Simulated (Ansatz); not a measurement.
# Ni3O: the cost of one run

Method: DFT PBE, scalar-relativistic, plane waves, PAW, in Ansatz 0.2.0.

2 further runs of the same task are left out: 1 that didn't finish, 1 set aside as unsound or not needed.

**1. The structure to begin with**

Symmetry: Pm-3n, No. 223, cubic system. Conventional cell: a = 4.389 Å, b = 4.389 Å, c = 4.389 Å, α = 90.00°, β = 90.00°, γ = 90.00°. Around Ni (site symmetry -4m2) lie 2 Ni at 2.19 Å and 4 O at 2.45 Å. Around O (site symmetry m-3) lie 12 Ni at 2.45 Å.

Structure file:

```cif
data_structure
_symmetry_space_group_name_H-M 'Pm-3n'
_symmetry_Int_Tables_number 223
_cell_length_a 4.3889
_cell_length_b 4.3889
_cell_length_c 4.3889
_cell_angle_alpha 90.000
_cell_angle_beta 90.000
_cell_angle_gamma 90.000
_cell_volume 84.54
loop_
_atom_site_label
_atom_site_type_symbol
_atom_site_symmetry_multiplicity
_atom_site_Wyckoff_symbol
_atom_site_fract_x
_atom_site_fract_y
_atom_site_fract_z
_atom_site_occupancy
Ni1 Ni 6 c 0.25000 0.00000 0.50000 1
O1 O 2 a 0.00000 0.00000 0.00000 1
```

The cell is invented: species swapped into a database cell of Nb3Ir (Pm-3n, No. 223), with Ni on the Nb sites and O on the Ir sites. Its size is a rough estimate.

**2. Probe: one point on a coarse mesh**

Contents of input.yaml:

```yaml
crystal:
  lattice:
    - [4.38893834, 0.0, 0.0]
    - [0.0, 4.38893834, 0.0]
    - [0.0, 0.0, 4.38893834]
  atoms:
    - { symbol: Ni, position: [0.25, 0.0, 0.5], spin: 2.0 }
    - { symbol: Ni, position: [0.5, 0.75, 0.0], spin: 2.0 }
    - { symbol: Ni, position: [0.75, 0.0, 0.5], spin: 2.0 }
    - { symbol: Ni, position: [0.5, 0.25, 0.0], spin: 2.0 }
    - { symbol: Ni, position: [0.0, 0.5, 0.75], spin: 2.0 }
    - { symbol: Ni, position: [0.0, 0.5, 0.25], spin: 2.0 }
    - { symbol: O, position: [0.0, 0.0, 0.0] }
    - { symbol: O, position: [0.5, 0.5, 0.5] }
basis:
  ecutwfc: 420
kpoints:
  mp_grid: { grid: [4, 4, 4] }
hamiltonian:
  xc: pbe
scf:
  occupations: { method: gaussian, width: 0.1 }
  lower_state_search: "off"
output:
  forces: true
  stress: true
  eigenvalues: true
  populations: true
magnetization:
  spin_polarized: true
```

The run is started by

```sh
$ ansatz run input.yaml --threads 1 --pin off --max-ram 2560MiB --backend cpu --events-out ev --progress --plain --runs-dir out
```

Q: Estimate wall time and peak memory on 1 thread of Intel Xeon at 2.50GHz (Skylake/Cascade Lake), shared host.

About 23 s, with a peak of 0.45 GiB.
